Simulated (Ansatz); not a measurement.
A first try at a rigid scan of one bond length of CH₃BBr₂, SMILES BC(Br)Br, using the Python package of Ansatz (0.2.0).

`ch3bbr2_scan.py`
```python
# -*- coding: utf-8 -*-
'''Potential curve of CH3BBr2 along one bond.'''

import logging
import sys

import ansatz as az
import numpy as np

logging.basicConfig(stream=sys.stdout, format='[%(levelname)s] %(message)s')
log = logging.getLogger('run')
log.setLevel(logging.INFO)

ch3bbr2 = (
    az.Crystal.molecule()
    .atom('B', [-0.2489, 0.8864, 0.0121])
    .atom('C', [0.2509, -0.5502, -0.1606])
    .atom('Br', [1.3397, -0.9867, 1.3415])
    .atom('Br', [-1.1541, -1.7746, -0.2522])
    .atom('H', [-0.0437, 1.742, -0.8317])
    .atom('H', [-0.9618, 1.2357, 0.9327])
    .atom('H', [0.8792, -0.6207, -1.0875])
)

symbols = [site.symbol for site in ch3bbr2.cartesian_sites]
start = np.array([site.position_ang for site in ch3bbr2.cartesian_sites])
axis = (start[2] - start[1]) / np.linalg.norm(start[2] - start[1])
moving = [2]
lengths, energies = [1.62, 1.75, 1.91, 2.1, 2.38, 2.86, 3.43, 4.19], []
for length in lengths:
    xyz = start.copy()
    xyz[moving] += (length - np.linalg.norm(start[2] - start[1])) * axis
    point = az.Crystal.molecule()
    for symbol, place in zip(symbols, xyz):
        point = point.atom(symbol, place.tolist())
    model = (
        point.calculation()
        .basis(gaussian='def2-SVP')
        .functional('pbe')
        .spin('collinear', total=1)
    )
    summary = model.run(threads=1).report
    energies.append(summary['free_energy_ev'])
    log.info(f'r = {length:6.3f} A  E = {energies[-1]:.5f} eV  <S^2> = {abs(summary["mean_field"]["state"]["spin_squared"]):.3f}')

print('energy above the lowest point (eV):', [round(e - min(energies), 3) for e in energies])
```

```console
$ python ch3bbr2_scan.py
Traceback (most recent call last):
  File "ch3bbr2_scan.py", line 42, in <module>
    summary = model.run(threads=1).report
              ~~~~~~~~~^^^^^^^^^^^
  ...
ansatz.GaussianBasisError: a molecule whose nuclei and cores have a total charge of 84 cannot have a net charge of 0 together with 1 unpaired electrons
```
(Library frames cut from the traceback.)

Why does it end like this?

The fault: the count of unpaired electrons doesn't fit the count of electrons. The correction:

The script, `ch3bbr2_scan.py`:
```python
# -*- coding: utf-8 -*-
'''Potential curve of CH3BBr2 along one bond.'''

import logging
import sys

import ansatz as az
import numpy as np

logging.basicConfig(stream=sys.stdout, format='[%(levelname)s] %(message)s')
log = logging.getLogger('run')
log.setLevel(logging.INFO)

ch3bbr2 = (
    az.Crystal.molecule()
    .atom('B', [-0.2489, 0.8864, 0.0121])
    .atom('C', [0.2509, -0.5502, -0.1606])
    .atom('Br', [1.3397, -0.9867, 1.3415])
    .atom('Br', [-1.1541, -1.7746, -0.2522])
    .atom('H', [-0.0437, 1.742, -0.8317])
    .atom('H', [-0.9618, 1.2357, 0.9327])
    .atom('H', [0.8792, -0.6207, -1.0875])
)

symbols = [site.symbol for site in ch3bbr2.cartesian_sites]
start = np.array([site.position_ang for site in ch3bbr2.cartesian_sites])
axis = (start[2] - start[1]) / np.linalg.norm(start[2] - start[1])
moving = [2]
lengths, energies = [1.62, 1.75, 1.91, 2.1, 2.38, 2.86, 3.43, 4.19], []
for length in lengths:
    xyz = start.copy()
    xyz[moving] += (length - np.linalg.norm(start[2] - start[1])) * axis
    point = az.Crystal.molecule()
    for symbol, place in zip(symbols, xyz):
        point = point.atom(symbol, place.tolist())
    model = (
        point.calculation()
        .basis(gaussian='def2-SVP')
        .functional('pbe')
    )
    summary = model.run(threads=1).report
    energies.append(summary['free_energy_ev'])
    log.info(f'r = {length:6.3f} A  E = {energies[-1]:.5f} eV  <S^2> = {abs(summary["mean_field"]["state"]["spin_squared"]):.3f}')

print('energy above the lowest point (eV):', [round(e - min(energies), 3) for e in energies])
```

The mended script runs so:

`python ch3bbr2_scan.py` gives:
```text
[INFO] r =  1.620 A  E = -141810.06213 eV  <S^2> = 0.000
[INFO] r =  1.750 A  E = -141811.22708 eV  <S^2> = 0.000
[INFO] r =  1.910 A  E = -141811.73860 eV  <S^2> = 0.000
[INFO] r =  2.100 A  E = -141811.70506 eV  <S^2> = 0.000
[INFO] r =  2.380 A  E = -141811.20194 eV  <S^2> = 0.000
[INFO] r =  2.860 A  E = -141810.20915 eV  <S^2> = 0.000
[INFO] r =  3.430 A  E = -141809.37246 eV  <S^2> = 0.000
[INFO] r =  4.190 A  E = -141808.81241 eV  <S^2> = 0.000
energy above the lowest point (eV): [1.676, 0.512, 0.0, 0.034, 0.537, 1.529, 2.366, 2.926]
```

Total energies depend on the basis set; only differences at equal settings carry meaning. The rest of the molecule is held rigid at a force-field or estimated start geometry, and the basis set is modest; single-reference methods fail as a bond breaks. The orbitals are restricted, so S² is zero by construction. Toward dissociation an unrestricted state can lie under the restricted one, by tenths of an eV for polar bonds under a functional and by 1 to 2 eV or more for others. The whole script took 26 s on 1 thread of Arm Neoverse V2 (shared host), peak memory 0.22 GiB.
